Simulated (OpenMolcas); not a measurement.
# Re⁴⁺ among point charges: CASSCF and CASPT2 levels and susceptibility

Aim: the splitting of the states of Re⁴⁺ in the field of 6 point charges, its lowest levels with spin-orbit coupling and its magnetic susceptibility.

The numbers are computed with OpenMolcas 26.06 (state-averaged CASSCF and CASPT2, spin-orbit coupling by RASSI with atomic mean-field integrals), except any that are marked as measured or tabulated.

### 1 The system

* Species: Re⁴⁺ (rhenium, Z = 75, 71 electrons)
* Basis: ANO-RCC-VTZP [8s7p5d3f2g1h], 104 functions
* Scalar Hamiltonian: DKH2, point nucleus
* Inactive shells: 1s 2s 2p 3s 3p 3d 4s 4p 4d 4f 5s 5p
* Active space: 3 electrons in 5 orbitals (5d)
* Some configurations of this space: 5d³
* Orbitals: optimised for each spin and parity, averaged over all roots

Outer shells as boxes (Hund's rule):

5d3
```
5d [↑ ][↑ ][↑ ][  ][  ]
```

The ion sits among 6 point charges of -1.7 e arranged as an octahedron (Oh), 2.04 Å from the ion.

Each step is its own input file, run in one work folder so that later steps find the files of earlier ones. Labels, J, g values, rates, χT and fits are worked out afterwards by a script from the matrices that RASSI stores. The input lists half of the charges; inversion (Group=XYZ) makes the rest.

### 2 Basis and integrals

The input, a.inp:

```
&GATEWAY
Coord
1

Re 0.0 0.0 0.0
Basis=ANO-RCC-VTZP
Group=XYZ
NoMove
AngMom=0.0 0.0 0.0
AMFI
XField
3 Angstrom 0
2.040000 0.000000 0.000000 -1.700000
0.000000 2.040000 0.000000 -1.700000
0.000000 0.000000 2.040000 -1.700000
&SEWARD
```

Started as:

```console
$ OMP_NUM_THREADS=1 MOLCAS_MEM=1689 MOLCAS_PROJECT=a pymolcas a.inp > a.log
```

### 3 Reference wave functions, quartets of even parity, 10 roots

The input, a.inp:

```
&RASSCF
FileOrb=start.orb
Symmetry=1
Spin=4
nActEl=3 0 0
Inactive=15 19
Ras2=5 0
CIRoot=10 10 1
SDav=10
CIMx=300
Iter=120 100
PrWF=0.3
OrbListing=Nothing
MaxOrb=0
>>> COPY $Project.JobIph JOB001
```

start.orb holds the contracted functions of the basis, ordered by shell, or the orbitals of the step before.

### 4 CASSCF: doublets of even parity, 40 roots

The input, a.inp:

```
&RASSCF
FileOrb=start.orb
Symmetry=1
Spin=2
nActEl=3 0 0
Inactive=15 19
Ras2=5 0
CIRoot=40 40 1
SDav=40
CIMx=300
Iter=120 100
PrWF=0.3
OrbListing=Nothing
MaxOrb=0
>>> COPY $Project.JobIph JOB002
```

### 5 RASSI: spin-orbit coupling between the states

The input, a.inp:

```
&RASSI
NrOfJobIphs=2 10 40
1 2 3 4 5 6 7 8 9 10
1 2 3 4 5 6 7 8 9 10 11 12 13 14 15 16 17 18 19 20 21 22 23 24 25 26 27
28 29 30 31 32 33 34 35 36 37 38 39 40
IphNames
JOB001
JOB002
EJob
SpinOrbit
DIPRint=1.0
SOCoupling=1000.0
Subsets=2
Property=9
'ANGMOM' 1 'ANGMOM' 2 'ANGMOM' 3 'MLTPL  1' 1 'MLTPL  1' 2 'MLTPL  1' 3
'AMFI' 1 'AMFI' 2 'AMFI' 3
SOProperty=3
'ANGMOM' 1 'ANGMOM' 2 'ANGMOM' 3
```

### 6 CASPT2: IPEA 0.25, imaginary shift 0.1 (closed shells correlated: 5s 5p)

The input, a.inp:

```
>>> COPY JOB001 $Project.JobIph
&CASPT2
Multistate=10 1 2 3 4 5 6 7 8 9 10
NoMult
Frozen=14 16
IPEA=0.25
Imaginary=0.1
MaxIter=60
WThr=0.0 0.3 0.05
PrWF=0.5
NoMix
>>> COPY JOB002 $Project.JobIph
&CASPT2
Multistate=40 1 2 3 4 5 6 7 8 9 10 11 12 13 14 15 16 17 18 19 20 21 22
23 24 25 26 27 28 29 30 31 32 33 34 35 36 37 38 39 40
NoMult
Frozen=14 16
IPEA=0.25
Imaginary=0.1
MaxIter=60
WThr=0.0 0.3 0.05
PrWF=0.5
NoMix
```

(Steps that only read results are left out.)

Q: Predict the outcome of this session. Wanted: spin-free ground state; first state of the same spin within the active space; lowest level; next level.

As calculated:

| quantity | value |
| --- | --- |
| method | SS-CASPT2, IPEA 0.25, imaginary shift 0.1 (closed shells correlated: 5s 5p) |
| spin-free ground state | 4A2, 1-fold in its orbital part |
| first state of the same spin within the active space | 4T2 at 9470 cm⁻¹ |
| lowest level | 4-fold Γ8 |
| next level | 7906.0 cm⁻¹ |
| χT at 300 K | 0.40 cm³ K/mol |
| effective moment at 300 K | 1.80 μB |

Cost by method:

```tsv
method	time of its own steps	time with the reference
A. CASSCF	12 s	12 s
B. SS-CASPT2, IPEA 0.25, imaginary shift 0.1, +5s 5p	16 s	28 s
```

Times are of one thread on a shared host.

**Reading.** The spin-free ground state (4A2) comes to 100 % from free-ion F terms and keeps the highest spin of the shell. χT at 300 K is 0.40, against 1.88 cm³ K/mol for the spin alone, so spin-orbit coupling lowers it. CASPT2 does not keep the components of a term degenerate, and the means are used. The field of point charges can differ much from that of real complexes. Point charges carry no covalency, so the field is a model and not that of real ligands.
